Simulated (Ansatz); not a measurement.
# Pb (Pb, hcp): the cost of one run

Method: DFT PBEsol, plane waves (420 eV) with PAW, scalar-relativistic; PAW files made under PBE, frozen cores solved again for the functional, in Ansatz 0.2.0.

## 1. Starting point

The structure is hexagonal, space group P6_3/mmc (No. 194). Conventional cell: a = 3.501 Å, b = 3.501 Å, c = 5.716 Å, α = 90.00°, β = 90.00°, γ = 120.00°. Pb (site symmetry -6m2) is surrounded by 12 Pb at 3.50 Å.

Structure file:

```
CELL_PARAMETERS angstrom
3.50053 0.00000 0.00000
-1.75026 3.03155 0.00000
0.00000 0.00000 5.71636
ATOMIC_POSITIONS crystal
Pb 0.33333 0.66667 0.25000
Pb 0.66667 0.33333 0.75000
```

## 2. Geometry optimisation

The input, input.yaml:

```yaml
crystal:
  lattice:
    - [3.5005272341, 0.0, 0.0]
    - [-1.7502636171, 3.0315455114, 0.0]
    - [0.0, 0.0, 5.7163609733]
  atoms:
    - { symbol: Pb, position: [0.3333333333, 0.6666666667, 0.25] }
    - { symbol: Pb, position: [0.6666666667, 0.3333333333, 0.75] }
hamiltonian:
  xc: pbesol
  pseudopotentials:
    kind: paw
    azcp:
      Pb: "pseudopotentials/Pb.paw.azcp"
basis:
  ecutwfc: 420
  fft_grid_basis: typed
kpoints:
  mp_grid: { grid: [10, 10, 6], shift: [0, 0, 0] }
magnetization:
  spin_polarized: false
scf:
  occupations: { method: fermi_dirac, width: 0.1 }
relax:
  max_steps: 60
  f_tol: 0.01
  cell: {}
output:
  write_density: true
  write_potential: true
  elf: true
  volumetric_format: npy
```

What time and memory should one allow on 2 threads of an x86-64 CPU, shared host?

About 9.2 s, with a peak of 0.42 GiB.
